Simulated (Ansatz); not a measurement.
Turn this script for the Ansatz DFT code, driven from Python into the input file that the command-line program reads.

`te2mo.py`:
```python
"""SCF run for Te2Mo, distorted."""

from collections import Counter
from dataclasses import dataclass
import warnings

import ansatz as az
import numpy as np
from pymatgen.core import Structure


@dataclass(frozen=True)
class Options:
    kmesh: tuple[int, ...] = (6, 6, 2)
    width_ev: float = 0.05


settings = Options()

warnings.simplefilter("ignore", az.DeckWarning)

lattice = az.Lattice.of(
    [3.51972, -0.00692, -0.02839],
    [-1.76585, 2.96968, 0.08001],
    [-0.11277, 0.30184, 14.01844],
)
sites = [
    ("Te", [0.36143, 0.68347, 0.62281]),
    ("Te", [0.65272, 0.30198, 0.1248]),
    ("Te", [0.37995, 0.68176, 0.88459]),
    ("Te", [0.70302, 0.36748, 0.36388]),
    ("Mo", [0.34325, 0.65892, 0.23672]),
    ("Mo", [0.67496, 0.31647, 0.74572]),
]
cell = az.Crystal(lattice=lattice)
for symbol, position in sites:
    cell = cell.atom(symbol, position)

# settings of the run
job = (
    cell.calculation()
    .functional(az.Functional.R2SCAN)
    .basis(24 * az.Ha)
    .kpoints(*settings.kmesh)
    .occupations(az.OccupationsMethod.FERMI_DIRAC, width=settings.width_ev)
    .forces()
    .potential()
    .density_of_states(energy_step=0.2, nscf_kmesh_spacing=0.24)
    .band_table()
)
res = job.run(threads=1)
rep = res.report

print("%-22s %14.5f eV" % ("F = E - TS", rep["free_energy_ev"]))
print("%-22s %14.5f eV" % ("E", rep["internal_energy_ev"]))
print("%-22s %14.5f eV" % ("Harris-Foulkes", rep["harris_foulkes_ev"]))
print("%-22s %14.5f eV" % ("Fermi level", rep["fermi_energy_ev"]))

if res.unlabelled_reasons:
    print("not a label:", res.unlabelled_reasons)
else:
    print(res.training_frame().splitlines()[0], "atoms in the frame")

final = Structure(res.lattice.cell_ang, [s.symbol for s in res.lattice.sites], [s.position_frac for s in res.lattice.sites])
# shortest distances, periodic images included
shortest = {}
for site, neighbours in zip(final, final.get_all_neighbors(5.0)):
    for other in neighbours:
        pair = "-".join(sorted((site.specie.symbol, other.specie.symbol)))
        shortest[pair] = min(shortest.get(pair, 9e9), other.nn_distance)
for pair, distance in sorted(shortest.items(), key=lambda item: item[1]):
    print(f"shortest {pair:6s} {distance:.4f} A")

v = res.potential()
line = v.v_es_ev.mean(axis=(0, 1))
print("planar mean of the electrostatic potential along the third grid axis (eV):")
print(np.round(line[:: max(len(line) // 12, 1)], 3))

dos = res.density_of_states()
energy = np.asarray(dos.energies_ev) - dos.fermi_ev
top = min(levels[-1] for levels in rep["eigenvalues_ev"]) - dos.fermi_ev  # the computed bands end here
total = np.asarray(dos.spin_summed_g_bin_mean_per_ev)
print("E - E_F (eV)   states/eV")
for e in np.arange(-6, min(6, top), 0.5):
    print(f"{e:8.1f} {np.interp(e, energy, total):12.3f}")

# forces, one row an atom
forces = np.array(rep["forces_ev_ang"])
norms = np.linalg.norm(forces, axis=1)
print("largest force {:.4f} eV/A on atom {}".format(norms.max(), norms.argmax()))
print(np.array2string(forces, precision=4, suppress_small=True))
```

```console
$ python te2mo.py
F = E - TS               -37915.06268 eV
E                        -37915.06211 eV
Harris-Foulkes           -37915.06268 eV
Fermi level                  13.20130 eV
6 atoms in the frame
shortest Mo-Te  2.4169 A
shortest Te-Te  3.3661 A
shortest Mo-Mo  3.4434 A
planar mean of the electrostatic potential along the third grid axis (eV):
[16.514  9.148  6.007 -1.702  8.843  9.816 16.845  9.343  7.43  -1.93
  8.556  9.788]
E - E_F (eV)   states/eV
    -6.0        3.815
    -5.5        4.024
    -5.0        2.922
    -4.5        4.213
    -4.0        5.452
    -3.5        5.328
    -3.0        4.474
    -2.5        5.386
    -2.0        6.351
    -1.5        3.239
    -1.0        4.227
    -0.5        1.633
     0.0        0.004
     0.5        1.439
     1.0        6.243
     1.5        6.336
     2.0        4.159
     2.5        4.771
     3.0        2.895
     3.5        4.142
     4.0        1.833
largest force 5.2328 eV/A on atom 1
[[-0.3279 -0.4008 -1.2131]
 [ 0.1183  2.309  -4.6943]
 [-0.249  -1.0514 -0.9784]
 [ 0.0808 -1.1853  1.262 ]
 [-0.1623 -1.1288  3.551 ]
 [ 0.5402  1.4573  2.0729]]
```

`input.yaml`:
```yaml
crystal:
  lattice:
    - [3.51972, -0.00692, -0.02839]
    - [-1.76585, 2.96968, 0.08001]
    - [-0.11277, 0.30184, 14.01844]
  atoms:
    - { symbol: Te, position: [0.36143, 0.68347, 0.62281] }
    - { symbol: Te, position: [0.65272, 0.30198, 0.1248] }
    - { symbol: Te, position: [0.37995, 0.68176, 0.88459] }
    - { symbol: Te, position: [0.70302, 0.36748, 0.36388] }
    - { symbol: Mo, position: [0.34325, 0.65892, 0.23672] }
    - { symbol: Mo, position: [0.67496, 0.31647, 0.74572] }
basis:
  ecutwfc: 653.0732699037
kpoints:
  mp_grid: { grid: [6, 6, 2] }
hamiltonian:
  xc: r2scan
scf:
  occupations: { method: fermi_dirac, width: 0.05 }
output:
  write_potential: true
  dos: { de: 0.2, nscf_kmesh: { kspacing: 0.24 } }
  forces: true
  eigenvalues: true
```

Launched from the shell:
```console
$ ansatz run input.yaml --threads 1 --pin off --max-ram 3072MiB --backend cpu --events-out ev --progress --plain --runs-dir out
Engine: ansatz 0.2.0, aarch64-unknown-linux-gnu
Pseudopotentials: kind: paw
Pseudopotential: Te, paw, valence charge 16, recommended cutoff 500 eV (meta_gga), Te.paw.azcp
Pseudopotential: Mo, paw, valence charge 14, recommended cutoff 500 eV (meta_gga), Mo.paw.azcp
Functional definition: r2SCAN
  parameter k0 = 0.174
  parameter k1 = 0.065
  parameter a1 = 4.9479
  exchange = r2scan_x(k0 = k0, k1 = k1, a1 = a1)
  correlation = r2scan_c
Crystal: 6 atoms, lattice volume = 146.276 Å³
Basis set: ecut = 653.0732699037 eV, 5551 PW (Γ), exchange–correlation on 120×120×480 points (64 copies of the dense FFT grid, shifted against one another)
Bands: 56, of which v1, the nominal top of the filled ones, is band 46 counted from 1 (45 counted from 0)
Symmetry: 1 space group operations
Space group: P1 (ITA 1), of the structure as read, at distance tolerance 5.3e-5 Å
k-points: 40 of 72 (time reversal used)
Non-local potential: Te, projectors of the file, l = 0: 2, l = 1: 2, l = 2: 2, l = 3: 2
Non-local potential: Mo, projectors of the file, l = 0: 3, l = 1: 2, l = 2: 2, l = 3: 1
PAW form: soft (Blöchl's): semilocal exchange-correlation on the pseudo side does not see the compensation charge
PAW frozen core: Te, regenerated for the run's functional (the file was generated under x = pbe(κ = 0.804, μ = 0.2195149727645171), c = pbe(β = 0.06672455060314922))
PAW frozen core: Mo, regenerated for the run's functional (the file was generated under x = pbe(κ = 0.804, μ = 0.2195149727645171), c = pbe(β = 0.06672455060314922))
PAW one-centre angular grid: Te, 590 points (default); XC on 160 Gauss nodes
PAW one-centre angular grid: Mo, 590 points (default); XC on 160 Gauss nodes
Initial density: superposition of atomic densities (neutral atoms: chi_scale 0, normalization atom), corrected by the library's trained network
Initial wavefunctions: pseudopotential atomic-orbital guess
Functional: x = r2scan, c = r2scan; τ floored in thin density (d = 2e-4 eV/Å³)
SCF iter   1: F=—  HF=-37914.991649 eV  |F-HF|=—  |Δ(HF+E_count)|=         —  Δρ=8.64e-3  dr2=2.17e-1  dr2_τ=3.84e-2  ethr=1.77e-3  ⟨swp⟩=7.7  Hψ=8898  notcnv=0  defer=10
preconditioner: auto → Resta (q_TF=auto, 2.525 Å⁻¹)  ε∞=6.0  [insulator: Δε(μ)=0.567 eV  Ē_g=8.211 eV  σ=0.050 eV  W_gap=0.99  n_scr=50 (ndim 8)  ℏωp=18.4 eV  f_vac=0.028  D(μ)=0.01/eV (n_scr^D=0)  ε∞_Penn≈6.0]
SCF iter   2: F=—  HF=-37915.057108 eV  |F-HF|=—  |Δ(HF+E_count)|=   6.55e-2  Δρ=4.53e-3  dr2=4.13e-2  dr2_τ=8.90e-3  ethr=2.36e-4  ⟨swp⟩=3.0  Hψ=3822  notcnv=0  defer=84
SCF iter   3: F=—  HF=-37915.058619 eV  |F-HF|=—  |Δ(HF+E_count)|=   1.51e-3  Δρ=2.79e-3  dr2=7.42e-3  dr2_τ=4.06e-4  ethr=4.49e-5  ⟨swp⟩=2.0  Hψ=2722  notcnv=0  defer=84
SCF iter   4: F=—  HF=-37915.062674 eV  |F-HF|=—  |Δ(HF+E_count)|=   4.06e-3  Δρ=1.15e-3  dr2=5.31e-3  dr2_τ=4.17e-4  ethr=8.06e-6  ⟨swp⟩=2.0  Hψ=3024  notcnv=0  defer=84
SCF iter   5: F=—  HF=-37915.062532 eV  |F-HF|=—  |Δ(HF+E_count)|=   1.43e-4  Δρ=2.54e-4  dr2=1.55e-4  dr2_τ=1.54e-5  ethr=5.77e-6  ⟨swp⟩=2.0  Hψ=2409  notcnv=0  defer=84
SCF iter   6: F=—  HF=-37915.062553 eV  |F-HF|=—  |Δ(HF+E_count)|=   2.09e-5  Δρ=1.23e-4  dr2=4.19e-5  dr2_τ=1.60e-6  ethr=1.69e-7  ⟨swp⟩=2.0  Hψ=2728  notcnv=0  defer=84
SCF iter   7: F=—  HF=-37915.062676 eV  |F-HF|=—  |Δ(HF+E_count)|=   1.23e-4  Δρ=4.63e-5  dr2=4.90e-6  dr2_τ=9.32e-8  ethr=4.56e-8  ⟨swp⟩=2.0  Hψ=2675  notcnv=0  defer=84
SCF iter   8: F=—  HF=-37915.062679 eV  |F-HF|=—  |Δ(HF+E_count)|=   2.93e-6  Δρ=1.26e-5  dr2=2.16e-7  dr2_τ=1.21e-8  ethr=5.33e-9  ⟨swp⟩=2.0  Hψ=2880  notcnv=0  defer=84
SCF iter   9: F=-37915.062679 eV  HF=-37915.062679 eV  |F-HF|=5.89e-9  |Δ(HF+E_count)|=   2.70e-7  Δρ=2.81e-6  dr2=1.33e-8  dr2_τ=6.16e-10  ethr=1.09e-10  ⟨swp⟩=16.6  Hψ=16230  notcnv=0
SCF 1 converged in 9 iterations: F = -37915.062679 eV  dr2 = 1.33e-8
  greatest PAW one-centre occupation: 0.997 electrons in one spin orbital (limit 2), on the Te atom at site 1 (counted from 0), in its partial waves of l = 2
NSCF: frozen V_eff on 82 k-points
SCF converged after 9 iterations
Free energy (F): -37915.062679 eV
Harris-Foulkes:  -37915.062679 eV  (|F-HF|=5.89e-9)
Internal energy: -37915.062113 eV  (E = F + TS)
E sigma→0 (E₀):  -37915.062396 eV
Entropy (-TS):   -0.000566 eV (-0.094 meV/atom)
Fermi energy:    13.201296 eV
--- Per-component energies (eV) ---
  E_band       = -1189.037281
  E_kinetic    = 1617.326878
  E_local      = -7759.005332  (includes V_loc(G=0)·N_el)
  E_nonlocal   = -951.976606
  E_hartree    = 4334.326106
  E_xc         = -823.013437
  E_vxc        = -966.452951  (∫ρ·V_xc dr)
  E_paw        = -25183.340653  (= ΣΔE_a)
  E_vpaw       = -1858.942278  (= ΣTr[D̂ρ^β])
  E_aug_tail   = 0.000134  (compensation charges beyond the density's cutoff)
  E_vtau       = 61.359491  (kinetic-family band-sum trace: ∫τ·v_τ [+ j·A + Jᵃ·Aᵃ] dr)
  E_ewald      = -9150.076217
  E_core_change = 0.697015  (= ΣΔE_core)
  E_smearing   = -0.000566  (= −TS)
  E_closure    = -0.000000  (closes the sum)
  Σ components = -37915.062679   (vs F -37915.062679, Δ=0.00e0)
--- Forces (eV/Å), atoms counted from 1 ---
  atom   1  Te    -0.32794197    -0.40081881    -1.21314946
  atom   2  Te     0.11827371     2.30903750    -4.69432848
  atom   3  Te    -0.24899753    -1.05139570    -0.97844166
  atom   4  Te     0.08081352    -1.18533393     1.26199245
  atom   5  Mo    -0.16232720    -1.12879964     3.55098764
  atom   6  Mo     0.54017502     1.45729938     2.07292964
  max |Σ_I F_I| component: 1.12e-5 eV/Å
--- Band table (eV; the first three rows and the last of 40) ---
  k-point 0: bands = ["-50.0153", "-49.8413", "-25.1028", "-25.0815", "-25.0406", "-25.0291", "-24.9912", "-24.9868", "-24.9724", "-24.9264", "-24.9005", "-24.8794", "-24.7572", "-24.7532", "-24.7402", "-24.7383", "-24.6975", "-24.6750", "-24.6698", "-24.6601", "-24.6496", "-24.6231", "-23.5059", "-23.3346", "-23.3089", "-23.2931", "-23.1083", "-23.0826", "-1.3203", "-0.6241", "-0.0071", "0.4707", "6.3808", "7.6874", "9.4957", "9.9361", "10.1646", "10.8322", "11.0460", "11.1525", "11.2141", "11.5687", "11.8493", "12.2059", "12.4831", "12.9996", "15.5767", "15.7339", "15.8981", "16.1895", "16.4319", "16.6457", "16.7568", "17.0041", "19.2840", "19.5623"]
  k-point 1: bands = ["-50.0153", "-49.8413", "-25.1028", "-25.0815", "-25.0406", "-25.0291", "-24.9912", "-24.9868", "-24.9724", "-24.9264", "-24.9005", "-24.8794", "-24.7572", "-24.7532", "-24.7402", "-24.7383", "-24.6975", "-24.6750", "-24.6698", "-24.6601", "-24.6496", "-24.6231", "-23.5060", "-23.3346", "-23.3089", "-23.2931", "-23.1083", "-23.0826", "-1.3098", "-0.6816", "0.1646", "0.3397", "6.6342", "7.2176", "9.9349", "9.9782", "10.4017", "10.7082", "10.8333", "11.0567", "11.1929", "11.4355", "11.8012", "12.2081", "12.5878", "12.9989", "15.5745", "15.7320", "15.8919", "16.2085", "16.4624", "16.6182", "16.7467", "16.9996", "19.3250", "19.7637"]
  k-point 2: bands = ["-50.0116", "-49.8378", "-25.1012", "-25.0742", "-25.0507", "-25.0264", "-24.9978", "-24.9812", "-24.9696", "-24.9300", "-24.9041", "-24.8732", "-24.7523", "-24.7485", "-24.7438", "-24.7322", "-24.7033", "-24.6762", "-24.6709", "-24.6636", "-24.6517", "-24.6194", "-23.4776", "-23.3467", "-23.3410", "-23.2819", "-23.1337", "-23.1127", "-0.8740", "-0.1831", "0.3034", "0.7549", "6.8224", "8.1070", "9.0209", "9.6107", "10.2097", "10.2616", "10.4821", "10.6322", "11.0370", "11.4773", "11.5923", "11.7305", "12.3927", "12.7100", "14.5987", "14.9321", "15.2727", "15.4664", "15.6308", "15.9670", "16.2642", "16.5271", "19.6858", "20.4010"]
  k-point 39: bands = ["-50.0025", "-49.8294", "-25.1222", "-25.0732", "-25.0392", "-25.0144", "-24.9939", "-24.9833", "-24.9657", "-24.9286", "-24.9155", "-24.8619", "-24.7748", "-24.7457", "-24.7277", "-24.7154", "-24.7019", "-24.6828", "-24.6769", "-24.6635", "-24.6518", "-24.6104", "-23.5567", "-23.3603", "-23.3328", "-23.2822", "-23.2108", "-23.1130", "0.9543", "1.4202", "1.5838", "1.8934", "6.2446", "6.8052", "7.3766", "7.5815", "8.5524", "9.1304", "9.6631", "10.3089", "10.5364", "10.8133", "11.6352", "11.7747", "12.1233", "12.8369", "13.9412", "14.3965", "14.4142", "14.6941", "15.8308", "16.4309", "16.6541", "16.8706", "17.4030", "17.5609"]
```

Caveats:
- Absolute energies stand on the zero of these potentials, so only differences at equal settings mean something. A total without «per atom» is that of the cell as typed.
- The run is spin-unpolarised.
- Semilocal gaps usually lie well under measured ones.
- An absolute Fermi energy rests on an arbitrary zero of the periodic potential and has no direct meaning.
- An opening on this mesh may only mean that it misses a point where bands touch.
- The crystal has a gap of about 0.43 eV on the mesh; bins of finite width blur the band edges.
- The cell is a database structure, distorted on purpose.
- The computed bands are complete only to about 4.2 eV above the Fermi level; beyond that the density of states is undercounted.
- Run time: 2.7 min on 1 thread of Arm Neoverse V2, on a shared host, peak memory 1.2 GiB.

(Lines on the test bed's own set-up are left out of the output.)
